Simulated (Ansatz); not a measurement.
# CH₄BGaO: shape, modes and thermochemistry

What shape does CH₄BGaO take? The plan is to relax it, check the end point by its vibrations and derive ideal-gas thermochemistry, and look at its orbitals and charge.

The runs use Ansatz 0.2.0, Gaussian basis; RKS PBE0-D4/def2-TZVP.

Plan: relaxation at PBE0-D4/def2-TZVP; harmonic vibrations at the same level; a single point in def2-TZVPP for the fields.

### 1 Starting geometry

8 atoms, charge 0, spin multiplicity 1.

Atoms are counted from 1 here; the program's logs count them from 0.

Bond lengths: Ga1–C2 1.985 Å, Ga1–H5 1.549 Å, Ga1–H6 1.553 Å, C2–B3 1.503 Å, C2–O4 1.613 Å, C2–H7 1.098 Å, B3–O4 1.331 Å, B3–H8 1.152 Å. Angles: C2–Ga1–H5 119.1°, C2–Ga1–H6 116.9°, H5–Ga1–H6 123.5°, Ga1–C2–B3 108.3°, Ga1–C2–O4 68.9°, Ga1–C2–H7 118.5°, B3–C2–O4 50.4°, B3–C2–H7 113.5°, O4–C2–H7 107.4°, C2–B3–O4 69.1°, C2–B3–H8 155.0°, O4–B3–H8 135.7°, C2–O4–B3 60.5°.

The start is a GFN2-xTB geometry.

### 2 Relaxation at PBE0-D4/def2-TZVP

Input file in.yaml:

```yaml
crystal:
  periodic: [false, false, false]
  atoms:
    - {symbol: Ga, position_ang: [-0.804120, 1.054730, -0.409870]}
    - {symbol: C, position_ang: [0.045850, -0.149380, 0.920170]}
    - {symbol: B, position_ang: [0.533260, -1.376380, 0.201430]}
    - {symbol: O, position_ang: [0.757630, -0.281100, -0.521120]}
    - {symbol: H, position_ang: [-1.828000, 0.467190, -1.412090]}
    - {symbol: H, position_ang: [-0.264300, 2.508330, -0.488660]}
    - {symbol: H, position_ang: [0.783440, 0.274210, 1.613990]}
    - {symbol: H, position_ang: [0.776230, -2.497610, 0.096150]}
basis:
  gaussian: {orbitals: def2-TZVP}
hamiltonian: {xc: pbe0, dispersion: d4}
relax: {f_tol: 0.005, max_steps: 150}
```

On the command line:

```
> ansatz run in.yaml --threads 2 --pin off --events-out ev --progress --plain --max-ram 4352MiB
```

The runs that follow: Harmonic vibrations; Orbitals, density and potential.

**Question.** What will the summary of the whole plan be? Wanted: point group; shift from the start; total energy; dispersion term; dipole moment; lowest, highest wavenumber; zero-point energy; HOMO, LUMO.

The runs gave:

| quantity | value |
| --- | --- |
| point group | C1 |
| steps | 21 |
| shift from the start (rms) | 0.811 Å |
| total energy | -56192.5258 eV |
| dispersion term | -123 meV |
| dipole moment | 1.23 D |
| lowest, highest wavenumber | 167, 3106 cm⁻¹ |
| zero-point energy | 28.3 kcal/mol |
| entropy at 298.15 K | 315.0 J/(mol K) |
| HOMO, LUMO | -7.76, -1.68 eV |

In words: The atoms moved 0.81 Å (rms) from the start; the bond that changed most is C2–O4, from 1.613 to 1.536 Å. No mode is imaginary: a true minimum at this level. The stiffest mode, 3106 cm⁻¹, is a C–H stretch, and 2 modes under 200 cm⁻¹ make the vibrational entropy uncertain. Harmonic hybrid wavenumbers usually lie a few per cent above measured fundamentals. The largest Mulliken charge, +0.27 e, sits on Ga1. The HOMO lies mostly on C2 35 %; O4 22 % and the LUMO on Ga1 47 %; H5, H6 about 15 % each.
